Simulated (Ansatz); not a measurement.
**B₂FGaH₄O: a ladder of functionals and wavefunction methods**

Aim: compute B₂FGaH₄O with functionals from several rungs and with coupled cluster, and see how far each lands from CCSD(T) at the basis-set limit for the atomisation energy.

Method: functionals in def2-TZVPP, the program's frozen cores in correlated methods; program: Ansatz 0.2.0, Gaussian basis.

The runs, in order: LDA (SPW92), PBE-D4, revPBE-D4, BLYP-D4, r2SCAN-D4, B97M-V, PBE0-D4, B3LYP-D4, r2SCANh-D4, r2SCAN0-D4, HSE06-D4, BHLYP-D4, CAM-B3LYP-D4, LC-ωPBE, ωB97X-V, ωB97M-V, B2PLYP, PBE-QIDH; CCSD(T)/def2-SVP; CCSD(T)/def2-TZVPP; MP2/def2-QZVPP; extrapolation to the limit; RPA on PBE.

**1. The relaxed structure**

An earlier PBE0-D4 in a triple-zeta def2 set relaxation fixed the geometry.

SMILES `[OH][GaH][BH]BF`, 9 atoms, charge 0, spin multiplicity 1.

Atoms are counted from 1 here; the program's logs count them from 0.

Bond lengths: O1–Ga2 1.795 Å, O1–H6 0.959 Å, Ga2–B3 2.087 Å, Ga2–H7 1.563 Å, B3–B4 1.655 Å, B3–H8 1.200 Å, B4–F5 1.330 Å, B4–H9 1.210 Å. Angles: Ga2–O1–H6 114.9°, O1–Ga2–B3 118.3°, O1–Ga2–H7 111.8°, B3–Ga2–H7 129.8°, Ga2–B3–B4 122.6°, Ga2–B3–H8 115.9°, B4–B3–H8 121.2°, B3–B4–F5 124.2°, B3–B4–H9 119.4°, F5–B4–H9 116.3°.

As a file:

```xyz
9
B2FGaH4O
O    -2.1496    0.2131    1.4394
Ga   -0.4860   -0.4472    1.3003
B     0.3620   -0.6038   -0.6005
B     1.2934    0.5932   -1.2639
F     0.8149    1.5944   -1.9967
H    -2.5475    0.4824    0.6094
H     0.1049   -0.8322    2.6956
H     0.2133   -1.6568   -1.1566
H     2.4831    0.6107   -1.0442
```

**2. LDA**

This LDA is Slater exchange with PW92 correlation.

in.yaml

```yaml
crystal:
  periodic: [false, false, false]
  atoms:
    - {symbol: O, position_ang: [-2.149627, 0.213120, 1.439365]}
    - {symbol: Ga, position_ang: [-0.486010, -0.447183, 1.300336]}
    - {symbol: B, position_ang: [0.362003, -0.603827, -0.600512]}
    - {symbol: B, position_ang: [1.293423, 0.593246, -1.263870]}
    - {symbol: F, position_ang: [0.814912, 1.594367, -1.996713]}
    - {symbol: H, position_ang: [-2.547538, 0.482440, 0.609415]}
    - {symbol: H, position_ang: [0.104901, -0.832235, 2.695590]}
    - {symbol: H, position_ang: [0.213346, -1.656847, -1.156649]}
    - {symbol: H, position_ang: [2.483091, 0.610719, -1.044161]}
basis:
  gaussian: {orbitals: def2-TZVPP}
hamiltonian: {xc: lda}
output: {orbitals: {seedname: orbitals}}
```

The run is started by

```
ansatz run in.yaml --threads 4 --pin off --events-out ev --progress --plain --max-ram 10444MiB
```

Further steps of the session: PBE-D4 (GGA); revPBE-D4 (GGA); BLYP-D4 (GGA); r2SCAN-D4 (meta-GGA); B97M-V (meta-GGA); PBE0-D4 (hybrid); B3LYP-D4 (hybrid); r2SCANh-D4 (hybrid); r2SCAN0-D4 (hybrid); HSE06-D4 (hybrid); BHLYP-D4 (hybrid); CAM-B3LYP-D4 (range-separated); LC-ωPBE (range-separated); ωB97X-V (range-separated); ωB97M-V (range-separated); B2PLYP (double hybrid); PBE-QIDH (double hybrid); CCSD(T) in def2-SVP; CCSD(T) in def2-TZVPP; MP2 in def2-QZVPP; RPA on PBE orbitals.

Q: Predict the results of all the runs planned. Wanted: atomisation energy, CCSD(T)/CBS; farthest beyond LDA; mean size of error, GGA; mean size of error, meta-GGA; mean size of error, hybrid; mean size of error, range-separated; mean size of error, double hybrid; gap, smallest and largest; T1 diagnostic.

**Answer**, as computed:

| quantity | value |
| --- | --- |
| atomisation energy, CCSD(T)/CBS | 728.6 kcal/mol |
| functionals within 7.3 kcal/mol (1.0 %) | revPBE-D4, BLYP-D4, PBE0-D4, B3LYP-D4, r2SCANh-D4, r2SCAN0-D4, HSE06-D4, CAM-B3LYP-D4, LC-ωPBE, ωB97X-V, ωB97M-V, B2PLYP, PBE-QIDH |
| farthest beyond LDA | BHLYP-D4 (-22.2 kcal/mol) |
| mean size of error, GGA | 7.4 kcal/mol |
| mean size of error, meta-GGA | 8.5 kcal/mol |
| mean size of error, hybrid | 5.5 kcal/mol |
| mean size of error, range-separated | 4.1 kcal/mol |
| mean size of error, double hybrid | 3.5 kcal/mol |
| gap, smallest and largest | 2.48 eV (LDA (SPW92)), 9.78 eV (LC-ωPBE) |
| T1 diagnostic | 0.0153 |
| triples share of the correlation energy | 3.5 % |

The LDA atomisation energy is off by 111.4 kcal/mol (15 %): it overbinds. PBE-D4 misses by +15.0 kcal/mol. Double hybrids carry the basis error of their MP2 part in triple zeta, and no dispersion term here, so their miss is partly the set-up's. The rungs double hybrid, range-separated, hybrid miss on average by less than the doubt on the reference (7.3 kcal/mol), so they tie. The reference freezes the cores and leaves out relativity and excitations past (T), and its outer-core shells are covered unevenly, so misses under about 7.3 kcal/mol can't be ranked. Hartree-Fock recovers 74 % of the binding; the rest is correlation. CCSD(T) in def2-SVP is off by -38.5 kcal/mol, more than most functionals: a good method in a small basis is no reference. Orbital gaps span 2.5 to 9.8 eV; exact exchange widens them. Correlated methods include outer-core shells of Ga, which these sets cover unevenly.
